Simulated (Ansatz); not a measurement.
# C₃H₁₀N₂O₂W: one species, many methods

The task here is to estimate one member of a computed series from the others.

Program: Ansatz 0.2.0, Gaussian basis. Level of theory: functionals in def2-TZVPP, the program's frozen cores in correlated methods. These are calculated values, not measurements.

Levels to be run: LDA (SPW92), PBE-D4, revPBE-D4, BLYP-D4, r2SCAN-D4, B97M-V, PBE0-D4, B3LYP-D4, r2SCANh-D4, r2SCAN0-D4, HSE06-D4, BHLYP-D4, CAM-B3LYP-D4, LC-ωPBE, ωB97X-V, ωB97M-V, B2PLYP, PBE-QIDH; CCSD(T)/def2-SVP; CCSD(T)/def2-TZVPP; MP2/def2-QZVPP; extrapolation to the limit; RPA on PBE.

## Structure used throughout

An earlier PBE0-D4 in a triple-zeta def2 set relaxation fixed the geometry. W takes the def2 core potential; no spin-orbit term is included.

SMILES `C[N]=[W](=[O])([OH])[N](C)C`, 18 atoms, charge 0, spin multiplicity 1.

Atoms are counted from 1 here; the program's logs count them from 0.

Bond lengths: C1–N2 1.420 Å, C1–H9 1.096 Å, C1–H10 1.095 Å, C1–H11 1.096 Å, N2–W3 1.755 Å, W3–O4 1.719 Å, W3–O5 1.911 Å, W3–N6 1.942 Å, O5–H12 0.958 Å, N6–C7 1.444 Å, N6–C8 1.449 Å, C7–H13 1.098 Å, C7–H14 1.098 Å, C7–H15 1.089 Å, C8–H16 1.092 Å, C8–H17 1.098 Å, C8–H18 1.097 Å. Angles: N2–C1–H9 110.1°, N2–C1–H10 110.5°, N2–C1–H11 112.1°, H9–C1–H10 107.3°, H9–C1–H11 108.2°, H10–C1–H11 108.4°, C1–N2–W3 154.2°, N2–W3–O4 112.1°, N2–W3–O5 110.2°, N2–W3–N6 105.5°, O4–W3–O5 109.4°, O4–W3–N6 109.0°, O5–W3–N6 110.6°, W3–O5–H12 123.0°, W3–N6–C7 128.4°, W3–N6–C8 118.5°, C7–N6–C8 113.0°, N6–C7–H13 110.7° and more.

Set-up of the first run:

in.yaml reads:

```yaml
crystal:
  periodic: [false, false, false]
  atoms:
    - {symbol: C, position_ang: [-1.077371, 2.873444, -0.114234]}
    - {symbol: N, position_ang: [-0.714657, 1.555181, -0.497132]}
    - {symbol: W, position_ang: [-0.959595, -0.177976, -0.618494]}
    - {symbol: O, position_ang: [-2.410115, -0.680449, 0.154732]}
    - {symbol: O, position_ang: [-1.000064, -0.710960, -2.452794]}
    - {symbol: N, position_ang: [0.555247, -0.979765, 0.294070]}
    - {symbol: C, position_ang: [1.779335, -0.347176, 0.725318]}
    - {symbol: C, position_ang: [0.457077, -2.364289, 0.711348]}
    - {symbol: H, position_ang: [-0.308604, 3.300503, 0.539287]}
    - {symbol: H, position_ang: [-1.154020, 3.521713, -0.993722]}
    - {symbol: H, position_ang: [-2.033486, 2.899480, 0.420041]}
    - {symbol: H, position_ang: [-0.755070, -0.126536, -3.171094]}
    - {symbol: H, position_ang: [2.651679, -0.853438, 0.292172]}
    - {symbol: H, position_ang: [1.877602, -0.392136, 1.818389]}
    - {symbol: H, position_ang: [1.797141, 0.696269, 0.415817]}
    - {symbol: H, position_ang: [-0.494298, -2.803325, 0.403306]}
    - {symbol: H, position_ang: [0.525280, -2.448592, 1.803569]}
    - {symbol: H, position_ang: [1.263920, -2.961948, 0.269400]}
basis:
  gaussian: {orbitals: def2-TZVPP}
hamiltonian: {xc: lda}
output: {orbitals: {seedname: orbitals}}
```

Command:

```
ansatz run in.yaml --threads 4 --pin off --events-out ev --progress --plain --max-ram 66560MiB --backend cuda --devices 0, --max-vram 37GiB
```

Among the steps run: LDA; PBE-D4 (GGA); revPBE-D4 (GGA); BLYP-D4 (GGA); r2SCAN-D4 (meta-GGA); B97M-V (meta-GGA); PBE0-D4 (hybrid); B3LYP-D4 (hybrid); r2SCANh-D4 (hybrid); r2SCAN0-D4 (hybrid); HSE06-D4 (hybrid); BHLYP-D4 (hybrid); CAM-B3LYP-D4 (range-separated); LC-ωPBE (range-separated); ωB97X-V (range-separated); ωB97M-V (range-separated); B2PLYP (double hybrid); PBE-QIDH (double hybrid).

One of the session's tables, all rows but one given; the rest of the session is left out.

It belongs to the step «Orbital energies across the functionals». 

```
  functional  HOMO (eV)  gap (eV)
 LDA (SPW92)      -5.70      4.15
      PBE-D4      -5.54      4.20
   revPBE-D4      -5.48      4.21
     BLYP-D4      -5.44      4.20
   r2SCAN-D4      -5.79      4.57
      B97M-V      -5.91      4.73
     PBE0-D4      -6.83      6.31
    B3LYP-D4      -6.63      5.88
  r2SCANh-D4      -6.27      5.36
  r2SCAN0-D4      -7.00      6.56
    HSE06-D4      -6.43      5.53
    BHLYP-D4          ?         ?
CAM-B3LYP-D4      -8.18      8.73
     LC-ωPBE      -9.47     11.17
     ωB97X-V      -9.14     10.75
     ωB97M-V      -9.07     10.44
```

Q: Estimate the row for BHLYP-D4 from the others.

Worked estimate for «HOMO (eV)». Against the share of exact exchange, BLYP-D4 (0, -5.44), B3LYP-D4 (0.2, -6.63) give a slope of -5.95 per unit share; at 0.5 the line stands at -8.41.

The run gave: HOMO (eV): -8.06; gap (eV): 8.48. In «HOMO (eV)» the line misses by -0.35.
